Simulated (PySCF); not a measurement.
# C3H7BN2: electronic excitations and core binding energies

What electronic excitations and core binding energies should C3H7BN2 (`C#CB(N)NC`) show?

The runs use PySCF 2.14.0, with density-fitted response routines of our own; the level of theory stands in each step. All values are computed, except where a source is named. Atoms are numbered from 0 throughout.

**1. Starting geometry**

13 atoms, charge 0, multiplicity 1; geometry from: GFN2-xTB.

Bonds of the start (Å): C0–C1 1.20, C1–B2 1.53, B2–N3 1.41, B2–N4 1.40, N4–C5 1.44, C0–H6 1.05, N3–H7 1.00, N3–H8 1.00, N4–H9 1.01, C5–H10 1.09, C5–H11 1.10, C5–H12 1.10.

**2. TDDFT and polarisability: B3LYP/def2-SVPD**

What the job is given:

```
{"job": {"kind": "uv", "xc": "B3LYP", "basis": "def2-SVPD", "nstates": 8, "ntriplets": 3}, "charge": 0, "multiplicity": 1}
C      1.906165    -1.683291    -0.553455
C      1.272492    -0.700503    -0.274945
B      0.467144     0.550024     0.080678
N      1.145612     1.764453     0.297116
N     -0.931741     0.482020     0.188625
C     -1.762953    -0.679507     0.001721
H      2.461225    -2.543287    -0.797513
H      0.685746     2.625761     0.531615
H      2.142719     1.849162     0.230225
H     -1.456115     1.310619     0.425192
H     -1.129117    -1.528419    -0.247550
H     -2.481577    -0.528642    -0.811839
H     -2.323987    -0.917905     0.912402
```

Level: TDDFT B3LYP/def2-SVPD, vertical, gas phase, core orbitals frozen in the response.

Started as:

```sh
> OMP_NUM_THREADS=1 python probes_run.py task.json out
```

The driver reads the jobs from task.json and runs them one after another.

**Question.** This job is followed by: delta-SCF UKS SCAN, pcX-2 on the ionised atom, pcseg-1 elsewhere, spin-free X2C. Predict these results of the whole session: lowest singlet (B3LYP/def2-SVPD); brightest single state of those computed; lowest triplet; C1s binding energies, SCAN/pcX-2 (standing for 2 of 3 atoms); N1s binding energies, SCAN/pcX-2; B1s binding energies, SCAN/pcX-2.

The runs gave:

```
                                                    quantity                        value
                            lowest singlet (B3LYP/def2-SVPD)  5.49 eV (226 nm), f = 0.003
                    brightest single state of those computed  state 2, 5.74 eV, f = 0.115
                                              lowest triplet                      4.86 eV
C1s binding energies, SCAN/pcX-2 (standing for 2 of 3 atoms)      C5 291.36, C0 289.89 eV
                            N1s binding energies, SCAN/pcX-2      N3 404.54, N4 404.45 eV
                            B1s binding energies, SCAN/pcX-2                 B2 195.64 eV
```

In words: The lowest singlet, at 5.49 eV, is HOMO→LUMO+1 0.98 and is weak; of the 8 states computed, the strongest absorption comes from state 2 at 5.74 eV. The lowest triplet lies 0.62 eV below the lowest singlet (triplets in Tamm-Dancoff, singlets in full TDDFT). The C1s levels kept as sound span 1.47 eV, from C0 (terminal alkyne carbon) up to C5 (methyl carbon bonded to N). Only 2 of the 3 C atoms are covered by sound results. The N1s levels kept as sound span 0.09 eV, from N4 (nitrogen bonded to C, B, H) up to N3 (nitrogen bonded to B, 2 H).
